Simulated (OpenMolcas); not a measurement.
**Mn³⁺ among point charges: CASSCF and CASPT2 levels and susceptibility**

How does a field of 2 point charges split the states of Mn³⁺, and what χT follows?

The numbers are computed with OpenMolcas 26.06 (state-averaged CASSCF and CASPT2, spin-orbit coupling by RASSI with atomic mean-field integrals), except any that are marked as measured or tabulated.

## Step 1: What is computed

- Species: Mn³⁺ (manganese, Z = 25, 22 electrons)
- Basis: ANO-RCC-VDZP [5s4p2d1f], 34 functions
- Scalar Hamiltonian: DKH2, point nucleus
- Inactive shells: 1s 2s 2p 3s 3p
- Active space: 4 electrons in 5 orbitals (3d)
- Some configurations of this space: 3d⁴
- Orbitals: optimised for each spin and parity, averaged over all roots

Outer shells as boxes (Hund's rule):

3d4
```
3d [↑ ][↑ ][↑ ][↑ ][  ]
```

The ion sits among 2 point charges of -2 e arranged as a linear pair (D∞h), 1.88 Å from the ion.

Each step is its own input file, run in one work folder so that later steps find the files of earlier ones. Labels, J, g values, rates, χT and fits are worked out afterwards by a script from the matrices that RASSI stores. The input lists half of the charges; inversion (Group=XYZ) makes the rest.

## Step 2: Basis and integrals

a.inp

```
&GATEWAY
Coord
1

Mn 0.0 0.0 0.0
Basis=ANO-RCC-VDZP
Group=XYZ
NoMove
AngMom=0.0 0.0 0.0
AMFI
XField
1 Angstrom 0
0.000000 0.000000 1.880000 -2.000000
&SEWARD
```

Started as:

```
> OMP_NUM_THREADS=1 MOLCAS_MEM=1689 MOLCAS_PROJECT=a pymolcas a.inp > a.log
```

## Step 3: Reference wave functions, quintets of even parity, 5 roots

a.inp

```
&RASSCF
FileOrb=start.orb
Symmetry=1
Spin=5
nActEl=4 0 0
Inactive=3 6
Ras2=5 0
CIRoot=5 5 1
SDav=5
CIMx=300
Iter=120 100
PrWF=0.3
OrbListing=Nothing
MaxOrb=0
>>> COPY $Project.JobIph JOB001
```

start.orb holds the contracted functions of the basis, ordered by shell, or the orbitals of the step before.

## Step 4: CASSCF: triplets of even parity, 45 roots

a.inp

```
&RASSCF
FileOrb=start.orb
Symmetry=1
Spin=3
nActEl=4 0 0
Inactive=3 6
Ras2=5 0
CIRoot=45 45 1
SDav=45
CIMx=300
Iter=120 100
PrWF=0.3
OrbListing=Nothing
MaxOrb=0
>>> COPY $Project.JobIph JOB002
```

## Step 5: Reference wave functions, singlets of even parity, 50 roots

a.inp

```
&RASSCF
FileOrb=start.orb
Symmetry=1
Spin=1
nActEl=4 0 0
Inactive=3 6
Ras2=5 0
CIRoot=50 50 1
SDav=50
CIMx=300
Iter=120 100
PrWF=0.3
OrbListing=Nothing
MaxOrb=0
>>> COPY $Project.JobIph JOB003
```

## Step 6: State interaction with spin-orbit coupling

a.inp

```
&RASSI
NrOfJobIphs=3 5 45 50
1 2 3 4 5
1 2 3 4 5 6 7 8 9 10 11 12 13 14 15 16 17 18 19 20 21 22 23 24 25 26 27
28 29 30 31 32 33 34 35 36 37 38 39 40 41 42 43 44 45
1 2 3 4 5 6 7 8 9 10 11 12 13 14 15 16 17 18 19 20 21 22 23 24 25 26 27
28 29 30 31 32 33 34 35 36 37 38 39 40 41 42 43 44 45 46 47 48 49 50
IphNames
JOB001
JOB002
JOB003
EJob
SpinOrbit
DIPRint=1.0
SOCoupling=1000.0
Subsets=2
Property=9
'ANGMOM' 1 'ANGMOM' 2 'ANGMOM' 3 'MLTPL  1' 1 'MLTPL  1' 2 'MLTPL  1' 3
'AMFI' 1 'AMFI' 2 'AMFI' 3
SOProperty=3
'ANGMOM' 1 'ANGMOM' 2 'ANGMOM' 3
```

## Step 7: CASPT2: IPEA 0.25, imaginary shift 0.1 (closed shells correlated: 3s 3p)

a.inp

```
>>> COPY JOB001 $Project.JobIph
&CASPT2
Multistate=5 1 2 3 4 5
NoMult
Frozen=2 3
IPEA=0.25
Imaginary=0.1
MaxIter=60
WThr=0.0 0.3 0.05
PrWF=0.5
NoMix
>>> COPY JOB002 $Project.JobIph
&CASPT2
Multistate=45 1 2 3 4 5 6 7 8 9 10 11 12 13 14 15 16 17 18 19 20 21 22
23 24 25 26 27 28 29 30 31 32 33 34 35 36 37 38 39 40 41 42 43 44 45
NoMult
Frozen=2 3
IPEA=0.25
Imaginary=0.1
MaxIter=60
WThr=0.0 0.3 0.05
PrWF=0.5
NoMix
>>> COPY JOB003 $Project.JobIph
&CASPT2
Multistate=50 1 2 3 4 5 6 7 8 9 10 11 12 13 14 15 16 17 18 19 20 21 22
23 24 25 26 27 28 29 30 31 32 33 34 35 36 37 38 39 40 41 42 43 44 45 46
47 48 49 50
NoMult
Frozen=2 3
IPEA=0.25
Imaginary=0.1
MaxIter=60
WThr=0.0 0.3 0.05
PrWF=0.5
NoMix
```

(Steps that only read results are left out.)

**Question.** What will these runs give? Wanted: spin-free ground state; first state of the same spin within the active space; lowest level; next level.

As calculated:

```
                                            quantity                                                                        value
                                              method  SS-CASPT2, IPEA 0.25, imaginary shift 0.1 (closed shells correlated: 3s 3p)
                              spin-free ground state                                           5Sigma, 1-fold in its orbital part
first state of the same spin within the active space                                                             5Pi at 4400 cm⁻¹
                                        lowest level                                                                       1-fold
                                          next level                                                                     8.8 cm⁻¹
                                         χT at 300 K                                                               2.81 cm³ K/mol
                           effective moment at 300 K                                                                      4.74 μB
```

Cost by method:

| method | time of its own steps | time with the reference |
| --- | --- | --- |
| A. CASSCF | 20 s | 20 s |
| B. SS-CASPT2, IPEA 0.25, imaginary shift 0.1, +3s 3p | 5.3 s | 26 s |

Times are of one thread on a shared host.

**Reading.** The spin-free ground state (5Sigma) comes to 100 % from free-ion D terms and keeps the highest spin of the shell. χT at 300 K is 2.81, against 3.01 cm³ K/mol for the spin alone; near agreement at one temperature doesn't show that the orbital moment is quenched. An active space of the d shell alone favours high spin; real ions in strong fields can be low spin. CASPT2 does not keep the components of a term degenerate, and the means are used. The field of point charges can differ much from that of real complexes. With metal d orbitals alone active, the gaps between spin states are rough; where two lie within a few thousand cm-1, their order is open. Point charges carry no covalency, so the field is a model and not that of real ligands.
